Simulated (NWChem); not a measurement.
**BH2Br (SMILES BBr): UBP86-D2/pcseg-1 (esp esp)**

What is the energy change on altering one bond length of BH2Br at UBP86-D2/pcseg-1 (esp esp)? 

Program for the calculation: NWChem 7.3.0.

**1. The structure to begin with**

BH2Br: 4 atoms, total charge 0, spin state singlet. SMILES: `BBr`. The coordinates come from a PBE0-D4/def2-TZVP relaxation.

Bond lengths: B1–Br2 1.891 Å, B1–H3 1.188 Å, B1–H4 1.188 Å. Angles: Br2–B1–H3 117.8°, Br2–B1–H4 117.8°, H3–B1–H4 124.3°.

**2. A single-point energy at UBP86-D2/pcseg-1 (esp esp)**

nw.nw

```
START nw
TITLE "BBrH2"
memory total 2200 mb
GEOMETRY units angstrom noautosym nocenter noautoz
  B       -0.153900       0.025000      -0.096900
  Br       1.470100      -0.363400       0.790800
  H       -1.111200      -0.617300       0.191700
  H       -0.149500       0.895400      -0.905900
END
BASIS "ao basis" spherical
  * library pcseg-1
END
DFT
  xc becke88 perdew86
  odft
  disp vdw 2
  grid medium
  direct
  iterations 200
  print low
END
ESP
  recalculate
END
TASK dft
TASK esp
```

Started as:

```
$ nwchem nw.nw > nw.out
```

What it wrote:

```text
[...]
 d= 0,ls=0.0,diis     1  -2600.1581854585 -2.67D+03  9.16D-03  7.12D-02     2.0
[...]
 d= 0,ls=0.0,diis     7  -2600.1933488005 -4.88D-07  6.97D-06  1.08D-08     9.1
[...]
         Total DFT energy =    -2600.193348800450
      One electron energy =    -3750.212819751339
           Coulomb energy =     1178.799025252623
    Exchange-Corr. energy =      -96.367367540521
 Nuclear repulsion energy =       67.589331425604
    Dispersion correction =       -0.001518186817
[...]
      <S2> =     -0.0000 (Exact =     0.0000)
[...]
 Dipole moment                                  0.244610
 Quadrupole moment Qxx                         -1.395958
                   Qyy                          0.848636
                   Qzz                          0.547323
[...]
```

Wall time 11 s (1 thread of Intel Xeon Platinum 8259CL at 2.50GHz (Skylake/Cascade Lake), shared host); peak memory 0.2 GiB.

**3. The distorted shape**

input.nw

```
start input
memory stack 880 mb heap 220 mb global 1100 mb
geometry noautosym nocenter noautoz
   B    -0.156100   -0.410200    0.307600
   Br    1.467900   -0.798600    1.195300
   H    -1.113400   -1.052500    0.596200
   H    -0.149500    0.895400   -0.905900
end
basis spherical
   * library pcseg-1
end
dft
   xc becke88 perdew86
   odft
   disp vdw 2
   grid medium
   direct
   iterations 200
   print medium
end
esp
   recalculate
end
task dft energy
task esp
```

Started as:

```
$ nwchem input.nw > input.out
```

What it wrote:

```text
[...]
          Wavefunction type:  spin polarized.
          No. of atoms     :     4
          No. of electrons :    42
[...]
          Charge           :     0
          Spin multiplicity:     1
[...]
          AO basis - number of functions:    51
[...]
              XC Information
              --------------
                    Becke 1988 Exchange Functional  1.000
                Perdew 1981 Correlation Functional  1.000 local
                Perdew 1986 Correlation Functional  1.000 non-local
[...]
 d= 0,ls=0.0,diis     1  -2600.0802775956 -2.67D+03  1.19D-02  8.37D-02     2.1
[...]
 d= 0,ls=0.0,diis     8  -2600.1305765869  1.25D-08  7.20D-06  8.22D-08     9.8
[...]
         Total DFT energy =    -2600.130576586871
      One electron energy =    -3745.996593715764
           Coulomb energy =     1176.388059454440
    Exchange-Corr. energy =      -96.245191238779
 Nuclear repulsion energy =       65.724386009733
    Dispersion correction =       -0.001237096500
[...]
      <S2> =      0.0000 (Exact =     0.0000)
[...]
 Dipole moment                                  0.284354
 Quadrupole moment Qxx                          0.170963
                   Qyy                          0.110119
                   Qzz                         -0.281082
[...]
```

Wall time 11 s (1 thread of Intel Xeon Platinum 8259CL at 2.50GHz (Skylake/Cascade Lake), shared host); peak memory 0.2 GiB.

**4. Outcome**

At UBP86-D2/pcseg-1 (esp esp):

```
                                                         quantity           value
                                        first shape: total energy  -2600.19335 Eh
                                   first shape: dispersion energy    -3.99 kJ/mol
                                    distorted shape: total energy  -2600.13058 Eh
                                   distorted shape: dipole moment          0.83 D
                                     distorted shape: HOMO energy        -6.88 eV
                                     distorted shape: LUMO energy        -3.24 eV
                                   distorted shape: HOMO–LUMO gap         3.63 eV
                               distorted shape: dispersion energy    -3.25 kJ/mol
energy change with the B1–H4 bond stretched from 1.188 to 1.782 Å        1.708 eV
```

In words: With the B1–H4 bond stretched from 1.188 to 1.782 Å the energy rises by 1.71 eV (165 kJ/mol). The first shape isn't relaxed at this level, so the change isn't measured from a minimum.
